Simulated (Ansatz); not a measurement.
# H7NSSi2 (built from SMILES N[SiH]([SiH3])S; bonds differ from it in a structure shown): search for a transition state, part 1 of 2

Is there a first-order saddle for this 1,2-elimination, which should form N2–H4 and break Si1–N2, S3–H4, and which two structures does it connect?

The runs use Ansatz 0.2.0, Gaussian basis; PBE0-D4, def2-SVP first, then def2-TZVP.

114 further runs of the same task are left out: 114 set aside as unsound or not needed. Runs told in other sessions of the task aren't counted.

### 1 Where the work starts

The guess: 11 atoms, charge 0, spin multiplicity 1.

Atoms are counted from 1 here; the program's logs count them from 0.

Bond lengths: Si1–N2 1.881 Å, Si1–S3 2.081 Å, Si1–H5 1.467 Å, Si1–Si6 2.310 Å, N2–H4 1.307 Å, N2–H7 1.013 Å, N2–H8 1.013 Å, Si6–H9 1.471 Å, Si6–H10 1.460 Å, Si6–H11 1.465 Å. Angles: N2–Si1–S3 85.5°, N2–Si1–H5 101.2°, N2–Si1–Si6 109.2°, S3–Si1–H5 115.8°, S3–Si1–Si6 122.9°, H5–Si1–Si6 114.6°, Si1–N2–H4 81.0°, Si1–N2–H7 118.3°, Si1–N2–H8 118.1°, H4–N2–H7 115.0°, H4–N2–H8 114.6°, H7–N2–H8 108.0°, Si1–Si6–H9 110.6°, Si1–Si6–H10 112.8°, Si1–Si6–H11 110.6°, H9–Si6–H10 107.4°, H9–Si6–H11 107.3°, H10–Si6–H11 107.9°.

As a file:

```xyz
11

Si   -0.4377    0.3954   -0.6079
N     1.4068    0.7169   -0.4289
S     0.0450   -0.3842   -2.4761
H     1.4062    0.1865   -1.6239
H    -0.9664    1.7641   -0.6041
Si   -1.1552   -0.9180    1.1517
H     1.7249    1.6775   -0.3875
H     1.9177    0.1877    0.2680
H    -0.0896   -1.0665    2.1545
H    -1.5504   -2.2601    0.7328
H    -2.3013   -0.2993    1.8214
```

Distances that are to change: N2–H4 1.31 Å, Si1–N2 1.88 Å, S3–H4 1.70 Å.

### 2 Relaxing the guess with the reacting distances held

hold/in.yaml

```yaml
crystal:
  periodic: [false, false, false]
  atoms:
    - {symbol: Si, position_ang: [-0.437700, 0.395400, -0.607900]}
    - {symbol: N, position_ang: [1.406800, 0.716900, -0.428900]}
    - {symbol: S, position_ang: [0.045000, -0.384200, -2.476100]}
    - {symbol: H, position_ang: [1.406200, 0.186500, -1.623900]}
    - {symbol: H, position_ang: [-0.966400, 1.764100, -0.604100]}
    - {symbol: Si, position_ang: [-1.155200, -0.918000, 1.151700]}
    - {symbol: H, position_ang: [1.724900, 1.677500, -0.387500]}
    - {symbol: H, position_ang: [1.917700, 0.187700, 0.268000]}
    - {symbol: H, position_ang: [-0.089600, -1.066500, 2.154500]}
    - {symbol: H, position_ang: [-1.550400, -2.260100, 0.732800]}
    - {symbol: H, position_ang: [-2.301300, -0.299300, 1.821400]}
basis:
  gaussian: {orbitals: def2-SVP}
hamiltonian: {xc: pbe0, dispersion: d4}
relax: {f_tol: 0.04, max_steps: 150, escape_saddle: false, constraints: [{distance: [1, 3]}, {distance: [0, 1]}, {distance: [2, 3]}]}
```

Started as:

```
> ansatz run in.yaml --threads 4 --pin off --events-out ev --progress --plain --max-ram 9574MiB
```

What it wrote (excerpt; [...] marks lines left out):

```text
Functional definition: PBE0
  name "PBE0"
  cite "Adamo & Barone, J. Chem. Phys. 110, 6158 (1999) doi:10.1063/1.478522"
  cite "Perdew, Burke & Ernzerhof, Phys. Rev. Lett. 77, 3865 (1996) doi:10.1103/PhysRevLett.77.3865"
  parent pbe
[...]
1064 factors; integrals over basis functions are off by at most 4.7e-4 eV
[...]
mean field -28173.06566489 eV, -1035.3410667949 hartree, gradient 6.9e-5 eV, S^2 0.000000; 0 other end points of the search recorded, 0 dependent functions left out
[...]
reference -28173.06569215 eV, -1035.3410677967 hartree; 29, 29 occupied and 74, 74 virtual orbitals, 1064 factors
relax step   1: F+E_penalty+E_count = -28173.30308117 eV  Δ(F+E_penalty+E_count) = +0.000e0 eV  max|allowed force component| = 1.143e0 eV/Å  Δτ_max = 0.0000 Å  (25 SCF iters, accepted)
[...]
relax step   3: F+E_penalty+E_count = -28173.45126023 eV  Δ(F+E_penalty+E_count) = -4.711e-2 eV  max|allowed force component| = 8.527e-2 eV/Å  Δτ_max = 0.0568 Å  (25 SCF iters, accepted)
[...]
relax step   4: F+E_penalty+E_count = -28173.45319474 eV  Δ(F+E_penalty+E_count) = -1.935e-3 eV  max|allowed force component| = 2.810e-2 eV/Å  Δτ_max = 0.0132 Å  (24 SCF iters, accepted)
  distance N 1 - H 3 held at 1.307421 Å   reaction = +2.0602e-1 eV/Å
  distance Si 0 - N 1 held at 1.880846 Å   reaction = +4.9069e-2 eV/Å
  distance S 2 - H 3 held at 1.704350 Å   reaction = -1.9387e-1 eV/Å
1064 factors; integrals over basis functions are off by at most 5.2e-4 eV
mean field -28173.21729511 eV, -1035.3466391026 hartree, gradient 2.6e-5 eV, S^2 0.000000; 1 other end points of the search recorded, 0 dependent functions left out
[...]
reference -28173.21732233 eV, -1035.3466401029 hartree; 29, 29 occupied and 74, 74 virtual orbitals, 1064 factors
Total energy: -28173.45322196 eV, -1035.3553092546 hartree
Atom 0 at    -0.398169     0.406526    -0.648617 Å, force     0.072011     0.022144     0.010052 eV/Å
Atom 1 at     1.439832     0.729504    -0.414049 Å, force    -0.040866    -0.072681    -0.188757 eV/Å
Atom 2 at     0.027295    -0.443989    -2.484374 Å, force    -0.143072    -0.084689    -0.099261 eV/Å
Atom 3 at     1.341815     0.177264    -1.595055 Å, force     0.155139     0.155045     0.305286 eV/Å
Atom 4 at    -1.015188     1.770197    -0.572799 Å, force    -0.006278    -0.000503     0.001484 eV/Å
Atom 5 at    -1.165741    -0.917699     1.146691 Å, force     0.018699     0.028102    -0.020497 eV/Å
Atom 6 at     1.756977     1.700250    -0.378687 Å, force    -0.019072    -0.000086    -0.014253 eV/Å
Atom 7 at     1.949942     0.186502     0.284742 Å, force    -0.020853    -0.019646    -0.012202 eV/Å
Atom 8 at    -0.056315    -1.054548     2.145695 Å, force     0.017884    -0.014242     0.019669 eV/Å
Atom 9 at    -1.554482    -2.279705     0.681447 Å, force    -0.009574    -0.023563    -0.019222 eV/Å
Atom 10 at    -2.325968    -0.274302     1.835006 Å, force    -0.024019     0.010118     0.017701 eV/Å
Dipole moment:     0.493564     0.416203     0.733283 e Å
```

It took 7 s on 4 threads of Arm Neoverse V2, shared host.

Relaxation path:

```csv
step,energy from step 1 (eV),largest force component (eV/Å)
1,0.0000,1.1430
2,-0.1011,0.6131
3,-0.1482,0.0853
4,-0.1501,0.0281
```

Distances of close pairs at the start and the end, largest changes first:

```csv
bond,before (Å),after (Å),change (Å)
Si1–Si6,2.310,2.359,+0.049
Si1–H5,1.467,1.499,+0.031
Si6–H10,1.460,1.491,+0.030
Si6–H11,1.465,1.495,+0.030
Si6–H9,1.471,1.499,+0.028
Si1–S3,2.081,2.067,-0.014
N2–H7,1.013,1.022,+0.009
N2–H8,1.013,1.021,+0.008
```

### 3 Force constants to start from

hessian/in.yaml

```yaml
crystal:
  periodic: [false, false, false]
  atoms:
    - {symbol: Si, position_ang: [-0.398169, 0.406526, -0.648617]}
    - {symbol: N, position_ang: [1.439832, 0.729504, -0.414049]}
    - {symbol: S, position_ang: [0.027295, -0.443989, -2.484374]}
    - {symbol: H, position_ang: [1.341815, 0.177264, -1.595055]}
    - {symbol: H, position_ang: [-1.015188, 1.770197, -0.572799]}
    - {symbol: Si, position_ang: [-1.165741, -0.917699, 1.146691]}
    - {symbol: H, position_ang: [1.756977, 1.700250, -0.378687]}
    - {symbol: H, position_ang: [1.949942, 0.186502, 0.284742]}
    - {symbol: H, position_ang: [-0.056315, -1.054548, 2.145695]}
    - {symbol: H, position_ang: [-1.554482, -2.279705, 0.681447]}
    - {symbol: H, position_ang: [-2.325968, -0.274302, 1.835006]}
basis:
  gaussian: {orbitals: def2-SVP}
hamiltonian: {xc: pbe0, dispersion: d4}
phonons: {}
scf: {lower_state_search: off}
```

Started as:

```
> ansatz run in.yaml --threads 4 --pin off --events-out ev --progress --plain --max-ram 9574MiB
```

What it wrote (excerpt; [...] marks lines left out):

```text
[... 5 set-up lines as earlier in the session ...]
[...]
1067 factors; integrals over basis functions are off by at most 3.8e-4 eV
[...]
mean field -28173.21729566 eV, -1035.3466391228 hartree, gradient 2.3e-6 eV, S^2 0.000000; 0 other end points of the search recorded, 0 dependent functions left out
[...]
reference -28173.21732285 eV, -1035.3466401220 hartree; 29, 29 occupied and 74, 74 virtual orbitals, 1067 factors
[... from here to the last solve, the lines of the solves are left out (65 solves) ...]
1067 factors; integrals over basis functions are off by at most 3.8e-4 eV
mean field -28173.21722862 eV, -1035.3466366594 hartree, gradient 6.6e-6 eV, S^2 0.000000; 0 other end points of the search recorded, 0 dependent functions left out
[...]
WARN: phonons: modes at or below zero, which the zero-point energy, F, S and C_V leave out: 2, the lowest at -1308.38 cm⁻¹. A minimum has none, and a first-order saddle one
[...]
Atom 4 at    -1.015188     1.770197    -0.572799 Å, force    -0.006281    -0.000510     0.001481 eV/Å
Atom 5 at    -1.165741    -0.917699     1.146691 Å, force     0.018690     0.028116    -0.020477 eV/Å
Atom 6 at     1.756977     1.700250    -0.378687 Å, force    -0.019080    -0.000100    -0.014252 eV/Å
Atom 7 at     1.949942     0.186502     0.284742 Å, force    -0.020873    -0.019709    -0.012167 eV/Å
Atom 8 at    -0.056315    -1.054548     2.145695 Å, force     0.017903    -0.014240     0.019676 eV/Å
Atom 9 at    -1.554482    -2.279705     0.681447 Å, force    -0.009565    -0.023564    -0.019225 eV/Å
Atom 10 at    -2.325968    -0.274302     1.835006 Å, force    -0.024026     0.010109     0.017700 eV/Å
Dipole moment:     0.493564     0.416202     0.733283 e Å
Vibrations: -1308.38 -117.75 121.99 148.34 258.32 366.47 452.48 484.89 499.19 613.87 658.88 706.29 785.19 824.96 850.41 894.21 927.42 929.54 1243.78 1492.08 1628.47 2188.91 2205.64 2232.69 2255.82 3510.57 3617.98 cm⁻¹, zero-point energy 1.853463 eV
Checks for a lower state left out: stability, starts, cluster_reference, orbital_swaps, neighbouring_geometries, increment
```

Run time: 53 s. Hardware: 4 threads of Arm Neoverse V2, shared host.

The structure is not stationary yet, so these wavenumbers are no spectrum; the search needs only the force constants.

### 4 Saddle search in the small basis

The search itself is an outer loop (partitioned rational-function steps, Bofill update of the Hessian). Each step is one single-point run with forces. It stops when the largest force is under 0.04 eV/Å and the followed curvature is negative. The first step's input:

presaddle/in.yaml

```yaml
crystal:
  periodic: [false, false, false]
  atoms:
    - {symbol: Si, position_ang: [-0.398169, 0.406526, -0.648617]}
    - {symbol: N, position_ang: [1.439832, 0.729504, -0.414049]}
    - {symbol: S, position_ang: [0.027295, -0.443989, -2.484374]}
    - {symbol: H, position_ang: [1.341815, 0.177264, -1.595055]}
    - {symbol: H, position_ang: [-1.015188, 1.770197, -0.572799]}
    - {symbol: Si, position_ang: [-1.165741, -0.917699, 1.146691]}
    - {symbol: H, position_ang: [1.756977, 1.700250, -0.378687]}
    - {symbol: H, position_ang: [1.949942, 0.186502, 0.284742]}
    - {symbol: H, position_ang: [-0.056315, -1.054548, 2.145695]}
    - {symbol: H, position_ang: [-1.554482, -2.279705, 0.681447]}
    - {symbol: H, position_ang: [-2.325968, -0.274302, 1.835006]}
basis:
  gaussian: {orbitals: def2-SVP}
hamiltonian: {xc: pbe0, dispersion: d4}
output: {forces: true}
scf: {lower_state_search: off}
```

Started as:

```
> ansatz run in.yaml --threads 4 --pin off --events-out ev --progress --plain --max-ram 9574MiB
```

The driver's record:

```csv
step,energy (eV),largest force (eV/Å),followed curvature (eV/Å²)
1,-28173.45323,0.3053,-9.50
2,-28173.44805,0.0191,-9.54
```

The 2 steps took 1.8 s in all (4 threads of Arm Neoverse V2, shared host).

### 5 Saddle search in triple zeta

The search itself is an outer loop (partitioned rational-function steps, Bofill update of the Hessian). Each step is one single-point run with forces. It stops when the largest force is under 0.01 eV/Å and the followed curvature is negative. The first step's input:

saddle/in.yaml

```yaml
crystal:
  periodic: [false, false, false]
  atoms:
    - {symbol: Si, position_ang: [-0.378998, 0.411101, -0.636044]}
    - {symbol: N, position_ang: [1.438769, 0.751128, -0.410115]}
    - {symbol: S, position_ang: [0.044899, -0.484131, -2.460569]}
    - {symbol: H, position_ang: [1.331248, 0.164771, -1.617686]}
    - {symbol: H, position_ang: [-1.021103, 1.765073, -0.598374]}
    - {symbol: Si, position_ang: [-1.162273, -0.915853, 1.149161]}
    - {symbol: H, position_ang: [1.745256, 1.724682, -0.369138]}
    - {symbol: H, position_ang: [1.945617, 0.209500, 0.291428]}
    - {symbol: H, position_ang: [-0.048310, -1.110115, 2.137066]}
    - {symbol: H, position_ang: [-1.592674, -2.256700, 0.651163]}
    - {symbol: H, position_ang: [-2.302431, -0.259455, 1.863108]}
basis:
  gaussian: {orbitals: def2-TZVP}
hamiltonian: {xc: pbe0, dispersion: d4}
output: {forces: true}
scf: {lower_state_search: off}
```

Started as:

```
> ansatz run in.yaml --threads 4 --pin off --events-out ev --progress --plain --max-ram 9574MiB
```

Step by step:

```csv
step,energy (eV),largest force (eV/Å),followed curvature (eV/Å²)
1,-28184.60541,0.3588,-9.54
2,-28184.61798,0.0249,-9.55
3,-28184.62066,0.0557,-9.55
4,-28184.62475,0.0784,-9.55
5,-28184.62995,0.1020,-9.54
6,-28184.63567,0.1011,-9.54
7,-28184.63911,0.2526,-9.55
8,-28184.63555,0.5359,-9.57
9,-28184.63466,0.6040,-9.61
10,-28184.63884,0.4266,-9.61
11,-28184.64956,0.2274,-9.61
12,-28184.65232,0.1030,-9.61
13,-28184.65268,0.1345,-9.61
14,-28184.64951,0.3308,-9.61
15,-28184.65313,0.0573,-9.60
16,-28184.65369,0.0422,-9.60
17,-28184.65378,0.0187,-9.60
18,-28184.65377,0.0227,-9.60
19,-28184.65387,0.0126,-9.60
20,-28184.65382,0.0226,-9.60
21,-28184.65391,0.0118,-9.59
22,-28184.65391,0.0268,-9.60
23,-28184.65398,0.0139,-9.69
24,-28184.65404,0.0111,-9.69
25,-28184.65411,0.0164,-9.69
26,-28184.65413,0.0235,-9.68
27,-28184.65416,0.0187,-9.69
28,-28184.65417,0.0102,-9.67
29,-28184.65417,0.0039,-9.65
```

The 29 steps took 62 s in all (4 threads of Arm Neoverse V2, shared host).

The point found:

```xyz
11

Si   -0.3384    0.2811   -0.7018
N     1.3412    0.9370   -0.3301
S     0.4197   -0.7425   -2.3276
H     1.4783    0.2002   -1.4403
H    -1.1826    1.4877   -0.9361
Si   -1.1369   -0.9574    1.1183
H     1.4916    1.9373   -0.4002
H     1.8321    0.5698    0.4769
H    -0.0505   -1.8555    1.5974
H    -2.3000   -1.7808    0.6974
H    -1.5544   -0.0769    2.2460
```

Followed mode, largest move set to 1: H4 (0.44, 0.49, 0.75); S3 (-0.32, -0.07, -0.07); Si1 (-0.24, -0.13, -0.20); N2 (0.06, -0.12, -0.29).

(Continued in part 2 of 2.)
